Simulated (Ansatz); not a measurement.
# C2H7NO2Si: one species, many methods

An exercise on one series of results from a longer session: the logs are not shown, and one member is left open.

Method: functionals in def2-TZVPP, the program's frozen cores in correlated methods; program: Ansatz 0.2.0, Gaussian basis.

Levels to be run: PBE-D4, r2SCAN-D4, PBE0-D4, B3LYP-D4, ωB97X-V, ωB97M-V, B2PLYP; CCSD(T)/def2-TZVPP; MP2/def2-QZVPP; extrapolation to the limit.

### The geometry

All runs share one geometry, relaxed beforehand with PBE0-D4 in a triple-zeta def2 set.

SMILES `OC/C(O)=N\[SiH3]`, 13 atoms, charge 0, spin multiplicity 1.

Atoms are counted from 1 here; the program's logs count them from 0.

Bond lengths: O1–C2 1.397 Å, O1–H7 0.961 Å, C2–C3 1.510 Å, C2–H8 1.093 Å, C2–H9 1.097 Å, C3–O4 1.345 Å, C3–N5 1.253 Å, O4–H10 0.967 Å, N5–Si6 1.726 Å, Si6–H11 1.494 Å, Si6–H12 1.485 Å, Si6–H13 1.485 Å. Angles: C2–O1–H7 109.3°, O1–C2–C3 113.2°, O1–C2–H8 107.5°, O1–C2–H9 112.9°, C3–C2–H8 107.9°, C3–C2–H9 108.3°, H8–C2–H9 106.6°, C2–C3–O4 109.4°, C2–C3–N5 129.0°, O4–C3–N5 121.6°, C3–O4–H10 106.2°, C3–N5–Si6 132.1°, N5–Si6–H11 112.9°, N5–Si6–H12 106.6°, N5–Si6–H13 112.8°, H11–Si6–H12 106.4°, H11–Si6–H13 109.6°, H12–Si6–H13 108.2°.

The first run:

The input, in.yaml:

```yaml
crystal:
  periodic: [false, false, false]
  atoms:
    - {symbol: O, position_ang: [-1.635985, -0.303038, -0.493113]}
    - {symbol: C, position_ang: [-1.166272, 0.950424, -0.094788]}
    - {symbol: C, position_ang: [0.300568, 0.950594, 0.265314]}
    - {symbol: O, position_ang: [0.662009, 2.183266, 0.663395]}
    - {symbol: N, position_ang: [1.122230, 0.004892, 0.227701]}
    - {symbol: Si, position_ang: [0.973264, -1.638367, -0.279479]}
    - {symbol: H, position_ang: [-1.729168, -0.867971, 0.278562]}
    - {symbol: H, position_ang: [-1.305702, 1.636392, -0.934824]}
    - {symbol: H, position_ang: [-1.728785, 1.369379, 0.748885]}
    - {symbol: H, position_ang: [1.606907, 2.134956, 0.865335]}
    - {symbol: H, position_ang: [-0.047410, -2.398574, 0.502825]}
    - {symbol: H, position_ang: [2.281190, -2.286541, -0.004322]}
    - {symbol: H, position_ang: [0.687455, -1.770111, -1.730594]}
basis:
  gaussian: {orbitals: def2-TZVPP}
hamiltonian: {xc: pbe, dispersion: d4}
output: {forces: true, orbitals: {seedname: orbitals}}
```

The run is started by

```console
> ansatz run in.yaml --threads 2 --pin off --events-out ev --progress --plain --max-ram 32768MiB --backend cuda --devices 0, --max-vram 18GiB
```

Steps of the session up to this table: PBE-D4 (GGA); r2SCAN-D4 (meta-GGA); PBE0-D4 (hybrid); B3LYP-D4 (hybrid); ωB97X-V (range-separated); ωB97M-V (range-separated); B2PLYP (double hybrid); CCSD(T) in def2-TZVPP; MP2 in def2-QZVPP.

One table of the session follows, with a row left open; its other results are not shown here.

It belongs to the step «Atomisation energies». 

| method | atomisation energy (kcal/mol) |
| --- | --- |
| PBE-D4 | 1205.2 |
| r2SCAN-D4 | 1176.0 |
| PBE0-D4 | 1174.6 |
| B3LYP-D4 | 1175.4 |
| ωB97X-V | ? |
| ωB97M-V | 1179.7 |
| B2PLYP | 1161.5 |
| HF/def2-TZVPP | 810.8 |
| MP2/def2-TZVPP | 1163.5 |
| CCSD/def2-TZVPP | 1118.7 |
| CCSD(T)/def2-TZVPP | 1139.5 |
| MP2/CBS | 1198.5 |
| CCSD(T)/CBS | 1174.5 |

Estimate the missing values for ωB97X-V.

**Answer.** atomisation energy (kcal/mol): 1179.8. In the column «atomisation energy (kcal/mol)» it lies between ωB97M-V (1179.7) and MP2/CBS (1198.5).

Caveats from the session: Free atoms (2 O, 2 C, 1 N, 1 Si, 7 H) were run apart at each level; the atomisation energy is their sum less the molecule, without zero-point or spin-orbit terms.
